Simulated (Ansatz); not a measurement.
## Molecular dynamics of K$_{2}$LiPdF$_{6}$

Input:

```yaml
accuracy: low
crystal:
  lattice:
    - [5.800118, 0.0, 0.0]
    - [0.0, 5.800118, 0.0]
    - [0.0, 0.0, 8.458194]
  atoms:
    - { symbol: K, position: [0.0, 0.5, 0.25] }
    - { symbol: K, position: [0.5, 0.0, 0.25] }
    - { symbol: Li, position: [0.0, 0.0, 0.5] }
    - { symbol: Pd, position: [0.0, 0.0, 0.0] }
    - { symbol: F, position: [0.243568, 0.243568, 0.0] }
    - { symbol: F, position: [0.256432, 0.256432, 0.5] }
    - { symbol: F, position: [0.256432, 0.743568, 0.5] }
    - { symbol: F, position: [0.743568, 0.256432, 0.5] }
    - { symbol: F, position: [0.0, 0.0, 0.260921] }
    - { symbol: F, position: [0.0, 0.0, 0.739079] }
    - { symbol: K, position: [0.5, 0.0, 0.75] }
    - { symbol: K, position: [0.0, 0.5, 0.75] }
    - { symbol: Li, position: [0.5, 0.5, 0.0] }
    - { symbol: Pd, position: [0.5, 0.5, 0.5] }
    - { symbol: F, position: [0.743568, 0.743568, 0.5] }
    - { symbol: F, position: [0.756432, 0.756432, 0.0] }
    - { symbol: F, position: [0.756432, 0.243568, 0.0] }
    - { symbol: F, position: [0.243568, 0.756432, 0.0] }
    - { symbol: F, position: [0.5, 0.5, 0.760921] }
    - { symbol: F, position: [0.5, 0.5, 0.239079] }
basis:
  ecutwfc: 420.0
kpoints:
  mp_grid: { grid: [2, 2, 1] }
hamiltonian:
  xc: lda
scf:
  occupations: { method: fermi_dirac, width: 0.05 }
  lower_state_search: "off"
md:
  timestep: 1
  n_steps: 110
  ensemble: nvt_nose_hoover
  temperature: 500.0
  initial_velocities: zero
  seed: 331174
  nose_hoover: { tau: 100.0, chain_length: 1 }
```

Launched with:

```bash
$ ansatz run input.yaml --threads 1 --pin off --max-ram 3072MiB --backend cpu --events-out ev --progress --plain --runs-dir out
```

It starts from an unrelaxed structure (largest force component 0.41 eV/Å).

Output, in part (one step line in 2):

```
md step     0: t =     0.00 fs  T =     0.0 K  F+E_penalty+E_count = -29614.22574743 eV  E_kin = 0.000000 eV  conserved = -29614.22574743 eV  (13 SCF iters)
md step     2: t =     2.00 fs  T =     1.3 K  F+E_penalty+E_count = -29614.22897045 eV  E_kin = 0.003218 eV  conserved = -29614.22575308 eV  (6 SCF iters)
md step     4: t =     4.00 fs  T =     5.1 K  F+E_penalty+E_count = -29614.23827687 eV  E_kin = 0.012518 eV  conserved = -29614.22576972 eV  (7 SCF iters)
md step     6: t =     6.00 fs  T =    10.9 K  F+E_penalty+E_count = -29614.25261046 eV  E_kin = 0.026865 eV  conserved = -29614.22579594 eV  (2 SCF iters)
md step     8: t =     8.00 fs  T =    18.2 K  F+E_penalty+E_count = -29614.27031632 eV  E_kin = 0.044637 eV  conserved = -29614.22582902 eV  (3 SCF iters)
md step    10: t =    10.00 fs  T =    26.0 K  F+E_penalty+E_count = -29614.28929589 eV  E_kin = 0.063773 eV  conserved = -29614.22586603 eV  (9 SCF iters)
md step    12: t =    12.00 fs  T =    33.4 K  F+E_penalty+E_count = -29614.30721631 eV  E_kin = 0.081972 eV  conserved = -29614.22590309 eV  (2 SCF iters)
md step    14: t =    14.00 fs  T =    39.5 K  F+E_penalty+E_count = -29614.32176503 eV  E_kin = 0.096943 eV  conserved = -29614.22593483 eV  (2 SCF iters)
md step    16: t =    16.00 fs  T =    43.4 K  F+E_penalty+E_count = -29614.33093078 eV  E_kin = 0.106678 eV  conserved = -29614.22595727 eV  (3 SCF iters)
md step    18: t =    18.00 fs  T =    44.7 K  F+E_penalty+E_count = -29614.33328547 eV  E_kin = 0.109731 eV  conserved = -29614.22596666 eV  (3 SCF iters)
md step    20: t =    20.00 fs  T =    42.9 K  F+E_penalty+E_count = -29614.32823044 eV  E_kin = 0.105465 eV  conserved = -29614.22596004 eV  (9 SCF iters)
md step    22: t =    22.00 fs  T =    38.4 K  F+E_penalty+E_count = -29614.31616273 eV  E_kin = 0.094219 eV  conserved = -29614.22593750 eV  (3 SCF iters)
md step    24: t =    24.00 fs  T =    31.5 K  F+E_penalty+E_count = -29614.29851569 eV  E_kin = 0.077358 eV  conserved = -29614.22590041 eV  (3 SCF iters)
md step    26: t =    26.00 fs  T =    23.3 K  F+E_penalty+E_count = -29614.27763843 eV  E_kin = 0.057165 eV  conserved = -29614.22585293 eV  (2 SCF iters)
md step    28: t =    28.00 fs  T =    14.9 K  F+E_penalty+E_count = -29614.25650315 eV  E_kin = 0.036557 eV  conserved = -29614.22580226 eV  (3 SCF iters)
md step    30: t =    30.00 fs  T =     7.6 K  F+E_penalty+E_count = -29614.23826569 eV  E_kin = 0.018664 eV  conserved = -29614.22575715 eV  (9 SCF iters)
md step    32: t =    32.00 fs  T =     2.6 K  F+E_penalty+E_count = -29614.22574782 eV  E_kin = 0.006319 eV  conserved = -29614.22572608 eV  (4 SCF iters)
md step    34: t =    34.00 fs  T =     0.6 K  F+E_penalty+E_count = -29614.22093887 eV  E_kin = 0.001565 eV  conserved = -29614.22571433 eV  (3 SCF iters)
md step    36: t =    36.00 fs  T =     2.2 K  F+E_penalty+E_count = -29614.22462687 eV  E_kin = 0.005282 eV  conserved = -29614.22572418 eV  (3 SCF iters)
md step    38: t =    38.00 fs  T =     6.9 K  F+E_penalty+E_count = -29614.23624581 eV  E_kin = 0.017024 eV  conserved = -29614.22575354 eV  (3 SCF iters)
md step    40: t =    40.00 fs  T =    14.3 K  F+E_penalty+E_count = -29614.25397489 eV  E_kin = 0.035096 eV  conserved = -29614.22579676 eV  (7 SCF iters)
md step    42: t =    42.00 fs  T =    23.2 K  F+E_penalty+E_count = -29614.27506661 eV  E_kin = 0.056862 eV  conserved = -29614.22584592 eV  (4 SCF iters)
md step    44: t =    44.00 fs  T =    32.2 K  F+E_penalty+E_count = -29614.29632450 eV  E_kin = 0.079198 eV  conserved = -29614.22589333 eV  (2 SCF iters)
md step    46: t =    46.00 fs  T =    40.3 K  F+E_penalty+E_count = -29614.31462583 eV  E_kin = 0.099004 eV  conserved = -29614.22593138 eV  (3 SCF iters)
md step    48: t =    48.00 fs  T =    46.3 K  F+E_penalty+E_count = -29614.32738647 eV  E_kin = 0.113662 eV  conserved = -29614.22595505 eV  (3 SCF iters)
md step    50: t =    50.00 fs  T =    49.4 K  F+E_penalty+E_count = -29614.33289320 eV  E_kin = 0.121372 eV  conserved = -29614.22596179 eV  (9 SCF iters)
md step    52: t =    52.00 fs  T =    49.4 K  F+E_penalty+E_count = -29614.33047113 eV  E_kin = 0.121329 eV  conserved = -29614.22595055 eV  (3 SCF iters)
md step    54: t =    54.00 fs  T =    46.3 K  F+E_penalty+E_count = -29614.32048913 eV  E_kin = 0.113751 eV  conserved = -29614.22592513 eV  (2 SCF iters)
md step    56: t =    56.00 fs  T =    40.6 K  F+E_penalty+E_count = -29614.30423293 eV  E_kin = 0.099768 eV  conserved = -29614.22588932 eV  (3 SCF iters)
md step    58: t =    58.00 fs  T =    33.1 K  F+E_penalty+E_count = -29614.28368645 eV  E_kin = 0.081223 eV  conserved = -29614.22584829 eV  (4 SCF iters)
md step    60: t =    60.00 fs  T =    24.6 K  F+E_penalty+E_count = -29614.26126226 eV  E_kin = 0.060425 eV  conserved = -29614.22580626 eV  (9 SCF iters)
md step    62: t =    62.00 fs  T =    16.2 K  F+E_penalty+E_count = -29614.23951664 eV  E_kin = 0.039875 eV  conserved = -29614.22576720 eV  (3 SCF iters)
md step    64: t =    64.00 fs  T =     9.0 K  F+E_penalty+E_count = -29614.22087667 eV  E_kin = 0.022001 eV  conserved = -29614.22573491 eV  (4 SCF iters)
md step    66: t =    66.00 fs  T =     3.6 K  F+E_penalty+E_count = -29614.20739828 eV  E_kin = 0.008917 eV  conserved = -29614.22571217 eV  (2 SCF iters)
md step    68: t =    68.00 fs  T =     0.9 K  F+E_penalty+E_count = -29614.20056977 eV  E_kin = 0.002230 eV  conserved = -29614.22570139 eV  (3 SCF iters)
md step    70: t =    70.00 fs  T =     1.2 K  F+E_penalty+E_count = -29614.20116852 eV  E_kin = 0.002882 eV  conserved = -29614.22570326 eV  (8 SCF iters)
md step    72: t =    72.00 fs  T =     4.5 K  F+E_penalty+E_count = -29614.20917748 eV  E_kin = 0.011053 eV  conserved = -29614.22571770 eV  (4 SCF iters)
md step    74: t =    74.00 fs  T =    10.6 K  F+E_penalty+E_count = -29614.22376682 eV  E_kin = 0.026124 eV  conserved = -29614.22574390 eV  (2 SCF iters)
md step    76: t =    76.00 fs  T =    19.0 K  F+E_penalty+E_count = -29614.24334373 eV  E_kin = 0.046701 eV  conserved = -29614.22577931 eV  (2 SCF iters)
md step    78: t =    78.00 fs  T =    28.8 K  F+E_penalty+E_count = -29614.26567234 eV  E_kin = 0.070713 eV  conserved = -29614.22582098 eV  (3 SCF iters)
md step    80: t =    80.00 fs  T =    38.9 K  F+E_penalty+E_count = -29614.28806334 eV  E_kin = 0.095571 eV  conserved = -29614.22586500 eV  (8 SCF iters)
md step    82: t =    82.00 fs  T =    48.2 K  F+E_penalty+E_count = -29614.30763042 eV  E_kin = 0.118413 eV  conserved = -29614.22590586 eV  (4 SCF iters)
md step    84: t =    84.00 fs  T =    55.5 K  F+E_penalty+E_count = -29614.32160203 eV  E_kin = 0.136397 eV  conserved = -29614.22593720 eV  (3 SCF iters)
md step    86: t =    86.00 fs  T =    59.9 K  F+E_penalty+E_count = -29614.32766870 eV  E_kin = 0.147047 eV  conserved = -29614.22595645 eV  (2 SCF iters)
md step    88: t =    88.00 fs  T =    60.5 K  F+E_penalty+E_count = -29614.32433350 eV  E_kin = 0.148617 eV  conserved = -29614.22595737 eV  (3 SCF iters)
md step    90: t =    90.00 fs  T =    57.2 K  F+E_penalty+E_count = -29614.31121845 eV  E_kin = 0.140424 eV  conserved = -29614.22593500 eV  (8 SCF iters)
md step    92: t =    92.00 fs  T =    50.1 K  F+E_penalty+E_count = -29614.28926933 eV  E_kin = 0.123076 eV  conserved = -29614.22589258 eV  (3 SCF iters)
md step    94: t =    94.00 fs  T =    40.1 K  F+E_penalty+E_count = -29614.26079696 eV  E_kin = 0.098575 eV  conserved = -29614.22583276 eV  (4 SCF iters)
md step    96: t =    96.00 fs  T =    28.6 K  F+E_penalty+E_count = -29614.22930256 eV  E_kin = 0.070187 eV  conserved = -29614.22576192 eV  (5 SCF iters)
md step    98: t =    98.00 fs  T =    17.1 K  F+E_penalty+E_count = -29614.19906710 eV  E_kin = 0.042075 eV  conserved = -29614.22569085 eV  (5 SCF iters)
md step   100: t =   100.00 fs  T =     7.6 K  F+E_penalty+E_count = -29614.17453274 eV  E_kin = 0.018722 eV  conserved = -29614.22563075 eV  (8 SCF iters)
md step   102: t =   102.00 fs  T =     1.7 K  F+E_penalty+E_count = -29614.15956477 eV  E_kin = 0.004205 eV  conserved = -29614.22559253 eV  (3 SCF iters)
md step   104: t =   104.00 fs  T =     0.6 K  F+E_penalty+E_count = -29614.15673604 eV  E_kin = 0.001464 eV  conserved = -29614.22558440 eV  (3 SCF iters)
md step   106: t =   106.00 fs  T =     4.8 K  F+E_penalty+E_count = -29614.16679280 eV  E_kin = 0.011727 eV  conserved = -29614.22560864 eV  (2 SCF iters)
md step   108: t =   108.00 fs  T =    13.9 K  F+E_penalty+E_count = -29614.18843822 eV  E_kin = 0.034225 eV  conserved = -29614.22566119 eV  (2 SCF iters)
md step   110: t =   110.00 fs  T =    27.0 K  F+E_penalty+E_count = -29614.21849783 eV  E_kin = 0.066274 eV  conserved = -29614.22573267 eV  (9 SCF iters)
```

All steps were run. The conserved energy stayed within 0.011 meV per atom of its start (net change 0.0007 meV per atom), so the integration is sound. The mean temperature of the second half is 95 % below the set value. A run of 0.11 ps of so small a system gives no equilibrium averages. Limits of this set-up: coarse k mesh, low accuracy level.

Mean squared displacements from the first frame to the last, about the centre of mass: K 0.00 Å², Li 0.00 Å², Pd 0.00 Å², F 0.00 Å².

Last frame:

```xyz
20
Lattice="5.8001 0.0000 0.0000 0.0000 5.8001 0.0000 0.0000 0.0000 8.4582" Properties=species:S:1:pos:R:3
K 0.000 2.900 2.115
K 2.900 0.000 2.115
Li 0.000 0.000 4.229
Pd 0.000 0.000 0.000
F 1.367 1.367 0.000
F 1.532 1.532 4.229
F 1.532 4.268 4.229
F 4.268 1.532 4.229
F 0.000 0.000 2.126
F 0.000 0.000 6.332
K 2.900 0.000 6.344
K 0.000 2.900 6.344
Li 2.900 2.900 0.000
Pd 2.900 2.900 4.229
F 4.268 4.268 4.229
F 4.433 4.433 0.000
F 4.433 1.367 0.000
F 1.367 4.433 0.000
F 2.900 2.900 6.355
F 2.900 2.900 2.103
```

Time of the run: 6.8 min on 1 thread of Intel(R) Xeon(R) Platinum 8488C (Sapphire Rapids), with other jobs on the host, peak memory 0.66 GiB.
